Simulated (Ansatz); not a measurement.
# Cd3Te2Se: one candidate of a structure search

Where does this trial cell of Cd3Te2Se go when cell and atoms are let free, and does the end survive a random kick?

Program: Ansatz 0.2.0. Level of theory: DFT PBE, scalar-relativistic, plane waves, PAW. These are calculated values, not measurements.

### 1 The system as given

Symmetry: P3m1, No. 156, trigonal system. The conventional cell has a = 4.583 Å, b = 4.583 Å, c = 11.219 Å, α = 90.00°, β = 90.00°, γ = 120.00°. Around Cd (site symmetry 3m) lie 4 Te at 2.84 to 2.85 Å. Around Cd (site symmetry 3m) lie 1 Se at 2.68 Å and 3 Te at 2.84 Å. Cd (site symmetry 3m) has 3 Se at 2.76 Å and 1 Te at 2.87 Å in its first shell of neighbours. Te (site symmetry 3m) is surrounded by 4 Cd at 2.84 to 2.85 Å. Te (site symmetry 3m) has 4 Cd at 2.84 to 2.87 Å in its first shell of neighbours. Se (site symmetry 3m) is surrounded by 4 Cd at 2.68 to 2.76 Å.

As a file:

```xyz
6
Lattice="4.5828 0.0000 0.0000 -2.2914 3.9688 0.0000 0.0000 0.0000 11.2191" Properties=species:S:1:pos:R:3 pbc="T T T"
Cd    0.0000    0.0000   11.2130
Cd    0.0000    2.6459    7.3357
Cd    2.2914    1.3229    3.8835
Te    0.0000    0.0000    8.3595
Te    2.2914    1.3229    1.0176
Se    0.0000    2.6459    4.6529
```

The start is the relaxed end of an invented cell (made as: elements ordered on the sites of the CdTe type, Se/Te on Te (P3m1, No. 156)), taken up again for a closer look.

### 2 Probe: one point on a coarse mesh

The input, input.yaml:

```yaml
crystal:
  lattice:
    - [4.5827999, 0.0, 0.0]
    - [-2.2913999, 3.9688211, 0.0]
    - [0.0, 0.0, 11.2191139]
  atoms:
    - { symbol: Cd, position: [0.0, 0.0, 0.999455] }
    - { symbol: Cd, position: [0.3333333, 0.6666667, 0.653857] }
    - { symbol: Cd, position: [0.6666667, 0.3333333, 0.346147] }
    - { symbol: Te, position: [0.0, 0.0, 0.745112] }
    - { symbol: Te, position: [0.6666667, 0.3333333, 0.090701] }
    - { symbol: Se, position: [0.3333333, 0.6666667, 0.414727] }
basis:
  ecutwfc: 420
kpoints:
  mp_grid: { grid: [6, 6, 2] }
hamiltonian:
  xc: pbe
scf:
  occupations: { method: gaussian, width: 0.1 }
  lower_state_search: "off"
output:
  forces: true
  stress: true
  eigenvalues: true
```

Run with:

```sh
> ansatz run input.yaml --threads 4 --pin off --max-ram 8192MiB --backend cpu --events-out ev --progress --plain --runs-dir out
```

Standard output (excerpt; [...] marks lines left out):

```text
Warning: RAYON_NUM_THREADS=4 ignored (pool sized by the plan → 4); use --threads N
[...]
Pseudopotentials: kind: paw
Pseudopotential: Cd, paw, valence charge 20, recommended cutoff 420 eV (normal), Cd.paw.azcp
Pseudopotential: Te, paw, valence charge 16, recommended cutoff 420 eV (normal), Te.paw.azcp
Pseudopotential: Se, paw, valence charge 16, recommended cutoff 420 eV (normal), Se.paw.azcp
Functional definition: PBE
[...]
Crystal: 6 atoms, lattice volume = 204.057 Å³
Basis set: ecut = 420 eV, 4015 PW (Γ), exchange–correlation on 64×64×150 points (8 copies of the dense FFT grid, shifted against one another)
Bands: 65, of which v1, the nominal top of the filled ones, is band 54 counted from 1 (53 counted from 0)
Symmetry: 6 space group operations
Space group: P3m1 (ITA 156), of the structure as read, at distance tolerance 5.9e-5 Å
k-points: 14 of 72 (time reversal used)
[...]
SCF iter   1: F=—  HF=-44195.374871 eV  |F-HF|=—  |Δ(HF+E_count)|=         —  Δρ=1.26e-3  dr2=9.09e-3  ethr=1.77e-3  ⟨swp⟩=6.9  Hψ=3398  notcnv=0  defer=7
[...]
SCF iter   7: F=-44195.374365 eV  HF=-44195.374365 eV  |F-HF|=8.57e-8  |Δ(HF+E_count)|=   1.06e-6  Δρ=5.11e-6  dr2=7.61e-8  ethr=9.26e-11  ⟨swp⟩=10.0  Hψ=3997  notcnv=0
[...]
SCF converged after 7 iterations
Free energy (F): -44195.374365 eV
[...]
E sigma→0 (E₀):  -44195.374122 eV
Entropy (-TS):   -0.000487 eV (-0.081 meV/atom)
Fermi energy:    6.926090 eV
[...]
--- Forces (eV/Å), atoms counted from 1 ---
  atom   1  Cd    -0.00000000     0.00000000    -0.00251562
  atom   2  Cd    -0.00000000     0.00000000    -0.00135131
  atom   3  Cd    -0.00000000     0.00000000    -0.00229675
  atom   4  Te     0.00000000    -0.00000000     0.00315410
  atom   5  Te     0.00000000    -0.00000000     0.00341201
  atom   6  Se     0.00000000    -0.00000000    -0.00030933
[...]
--- Stress (GPa, compression-positive) ---
        0.017647       0.000000      -0.000000
        0.000000       0.017647       0.000000
       -0.000000       0.000000      -0.024486
  P = ⅓ Tr σ = 0.0036 GPa (0.036 kbar)
--- Band table (eV; the first three rows and the last of 14) ---
[...]
```

Wall time 3.7 s (4 threads of Arm Neoverse V2, shared host); peak memory 0.61 GiB.

The probe gives pressure 0.0 GPa, largest force 0.00 eV/Å, gap on this mesh 0.25 eV. The coarse relaxation is skipped.

### 3 Relaxation on the finer mesh

Changes to input.yaml since step 2:

```diff
@@ -15,3 +15,3 @@
 kpoints:
-  mp_grid: { grid: [6, 6, 2] }
+  mp_grid: { grid: [12, 12, 4] }
 hamiltonian:
@@ -19,4 +19,3 @@
 scf:
-  occupations: { method: gaussian, width: 0.1 }
-  lower_state_search: "off"
+  occupations: { method: gaussian, width: 0.01 }
 output:
@@ -25 +24,10 @@
   eigenvalues: true
+  write_density: true
+  write_potential: true
+  elf: true
+  volumetric_format: npy
+relax:
+  adjacent_minimum: "off"
+  f_tol: 0.01
+  max_steps: 80
+  cell: { stress_tol: 0.05 }
```

Run with:

```sh
> ansatz run input.yaml --threads 4 --pin off --max-ram 8192MiB --backend cpu --events-out ev --progress --plain --runs-dir out
```

Standard output (excerpt; [...] marks lines left out):

```text
Warning: RAYON_NUM_THREADS=4 ignored (pool sized by the plan → 4); use --threads N
[...]
Pseudopotentials: kind: paw
Pseudopotential: Cd, paw, valence charge 20, recommended cutoff 420 eV (normal), Cd.paw.azcp
Pseudopotential: Te, paw, valence charge 16, recommended cutoff 420 eV (normal), Te.paw.azcp
Pseudopotential: Se, paw, valence charge 16, recommended cutoff 420 eV (normal), Se.paw.azcp
Functional definition: PBE
[...]
Crystal: 6 atoms, lattice volume = 204.057 Å³
Basis set: ecut = 420 eV, 4015 PW (Γ), exchange–correlation on 64×64×150 points (8 copies of the dense FFT grid, shifted against one another)
Bands: 65, of which v1, the nominal top of the filled ones, is band 54 counted from 1 (53 counted from 0)
Symmetry: 6 space group operations
Space group: P3m1 (ITA 156), of the structure as read, at distance tolerance 5.9e-5 Å
k-points: 69 of 576 (time reversal used)
[...]
       -0.002370       0.000000      -0.000000
        0.000000      -0.002370       0.000000
       -0.000000       0.000000       0.004081
  P = ⅓ Tr σ = -0.0002 GPa (-0.002 kbar)
--- Band table (eV; the first three rows and the last of 69) ---
[...]
--- Relaxed structure (1 steps of the walk, 1 accepted, 1 SCFs on fresh bases) ---
  F+E_penalty+E_count = -44195.38619879 eV   max|allowed force component| = 8.011e-4 eV/Å   (the final SCF, on the basis selected at the relaxed cell)
  cell:  # Å, volume = 204.0568 Å³
    - [4.582799880450467, -2.886751356864338e-8, 0.0]
    - [-2.2913999152252336, 3.9688211313641495, 0.0]
    - [0.0, 0.0, 11.2191139]
  atoms:
    - { symbol: Cd, position: [0.0, 0.0, 0.9994550000000001] }
    - { symbol: Cd, position: [0.3333333333333332, 0.6666666666666665, 0.653857] }
    - { symbol: Cd, position: [0.6666666666666666, 0.33333333333333326, 0.346147] }
    - { symbol: Te, position: [0.0, 0.0, 0.745112] }
    - { symbol: Te, position: [0.6666666666666666, 0.33333333333333326, 0.090701] }
    - { symbol: Se, position: [0.3333333333333332, 0.6666666666666665, 0.41472700000000007] }
```

It took 55 s on 4 threads of Arm Neoverse V2, shared host; peak memory 1 GiB.

The steps of the relaxation:

| step | energy from step 1 (eV/cell) | largest force component (eV/Å) | pressure (GPa) | volume (Å³) |
| --- | --- | --- | --- | --- |
| 1 | 0.0000 | 0.0009 | 0.00 | 204.06 |
| 2 | 0.0000 | 0.0008 | 0.00 | 204.06 |

Step 1 is the start. Step 2 repeats the geometry before it on a plane-wave basis chosen anew for that cell, so its energy need not be comparable with the rows above.

|  | before | after | change |
| --- | --- | --- | --- |
| a (Å) | 4.583 | 4.583 | 0.0 % |
| b (Å) | 4.583 | 4.583 | 0.0 % |
| c (Å) | 11.219 | 11.219 | 0.0 % |
| volume (Å³/atom) | 34.01 | 34.01 | 0.0 % |
| shortest distance (Å) | 2.683 | 2.683 | 0.0 % |
| space group (0.01 Å) | P3m1 | P3m1 | same |

Forces and stress were held to the start's 6 operations: a distortion of lower symmetry was not tested.

Density in a lattice plane of the grid's cell (edges 4.58 and 11.22 Å, at 0.000 of the third edge), which holds Cd and Te.

Ten even steps from ' ' (0.01 e/Å³) to '@' (26.56 e/Å³):
```
::..              ..
                    
                    
..                  
**::              ::
::                  
                    
                    
                    
                    
                    
                    
                    
                    
                    
                    
                    
                    
::..              ..
@@==              ==
```
Columns run along the first of these edges and rows up along the second, over one cell in 10 and 20 even steps from the bottom left corner. Atoms in the plane (fractional): Cd at (0.00, 1.00), Te at (0.00, 0.75).

ELF in the same plane.

Ten even steps from ' ' (0.00) to '@' (0.93):
```
++==::..........::==
::::::..      ..::::
******--      --****
::==****::  ::****==
::..++##::..::##++..
..--****::..::****--
++****--......--****
++==::..........::==
        ......      
      ..--==--..    
    ..--++**++--..  
    ..--==++==--..  
    ..::::::::::..  
      ..........    
        ......      
      ..::--::..    
......==******==....
::..::++******++::..
++==::--**##**--::==
@@**--::==++==::--**
```
Columns run along the first of these edges and rows up along the second, over one cell in 10 and 20 even steps from the bottom left corner. Atoms in the plane (fractional): Cd at (0.00, 1.00), Te at (0.00, 0.75).

Both are smooth fields of the valence electrons: close to the nuclei they are not physical.

The highest ELF values outside the cores: 0.82 in the shell around Se, 0.9 Å from Se; 0.69 beside Te, off the lines to its neighbours, 1.3 Å from Te; 0.68 on the Te–Cd line, 1.3 Å from Te.

### 4 Reference for the kick test

The input, input.yaml:

```yaml
crystal:
  lattice:
    - [2.2913999152, -3.9688211314, 0.0]
    - [-6.8741998457, -3.9688210736, 0.0]
    - [0.0, 0.0, -11.2191139]
  atoms:
    - { symbol: Cd, position: [0.0, 0.0, 0.000545] }
    - { symbol: Cd, position: [0.5, 0.5, 0.000545] }
    - { symbol: Cd, position: [0.5, 0.8333333333, 0.346143] }
    - { symbol: Cd, position: [0.0, 0.3333333333, 0.346143] }
    - { symbol: Cd, position: [0.0, 0.6666666667, 0.653853] }
    - { symbol: Cd, position: [0.5, 0.1666666667, 0.653853] }
    - { symbol: Te, position: [0.0, 0.0, 0.254888] }
    - { symbol: Te, position: [0.5, 0.5, 0.254888] }
    - { symbol: Te, position: [0.0, 0.6666666667, 0.909299] }
    - { symbol: Te, position: [0.5, 0.1666666667, 0.909299] }
    - { symbol: Se, position: [0.5, 0.8333333333, 0.585273] }
    - { symbol: Se, position: [0.0, 0.3333333333, 0.585273] }
basis:
  ecutwfc: 420
kpoints:
  mp_grid: { grid: [6, 4, 2] }
hamiltonian:
  xc: pbe
scf:
  occupations: { method: gaussian, width: 0.2 }
  lower_state_search: "off"
output:
  forces: true
  stress: true
  eigenvalues: true
```

Run with:

```sh
> ansatz run input.yaml --threads 4 --pin off --max-ram 8192MiB --backend cpu --events-out ev --progress --plain --runs-dir out
```

Standard output (excerpt; [...] marks lines left out):

```text
Warning: RAYON_NUM_THREADS=4 ignored (pool sized by the plan → 4); use --threads N
[...]
Pseudopotentials: kind: paw
Pseudopotential: Cd, paw, valence charge 20, recommended cutoff 420 eV (normal), Cd.paw.azcp
Pseudopotential: Te, paw, valence charge 16, recommended cutoff 420 eV (normal), Te.paw.azcp
Pseudopotential: Se, paw, valence charge 16, recommended cutoff 420 eV (normal), Se.paw.azcp
Functional definition: PBE
[...]
Crystal: 12 atoms, lattice volume = 408.114 Å³
Basis set: ecut = 420 eV, 8025 PW (Γ), exchange–correlation on 64×108×150 points (8 copies of the dense FFT grid, shifted against one another)
Bands: 130, of which v1, the nominal top of the filled ones, is band 108 counted from 1 (107 counted from 0)
Symmetry: 4 space group operations
Space group: P3m1 (ITA 156), of the structure as read, at distance tolerance 7.4e-5 Å
k-points: 24 of 48 (time reversal used)
[...]
SCF converged after 8 iterations
Free energy (F): -88390.760886 eV
[...]
E sigma→0 (E₀):  -88390.757999 eV
Entropy (-TS):   -0.005775 eV (-0.481 meV/atom)
Fermi energy:    6.968054 eV
[...]
--- Forces (eV/Å), atoms counted from 1 ---
  atom   1  Cd     0.00081974     0.00047328    -0.00300457
  atom   2  Cd     0.00081974     0.00047328    -0.00300457
  atom   3  Cd     0.00086590     0.00049993    -0.00688498
  atom   4  Cd     0.00086590     0.00049993    -0.00688498
  atom   5  Cd     0.00038789     0.00022395     0.00516850
  atom   6  Cd     0.00038789     0.00022395     0.00516850
  atom   7  Te    -0.00081192    -0.00046876     0.00482359
  atom   8  Te    -0.00081192    -0.00046876     0.00482359
[...]
--- Stress (GPa, compression-positive) ---
        0.003800      -0.009498       0.000538
       -0.009498       0.014767       0.000310
        0.000538       0.000310       0.004501
  P = ⅓ Tr σ = 0.0077 GPa (0.077 kbar)
--- Band table (eV; the first three rows and the last of 24) ---
[...]
```

It took 28 s on 4 threads of Arm Neoverse V2, shared host; peak memory 1.8 GiB.

The cell holds 12 atoms, 2 times the relaxed one.

[end of part 1 of 2]
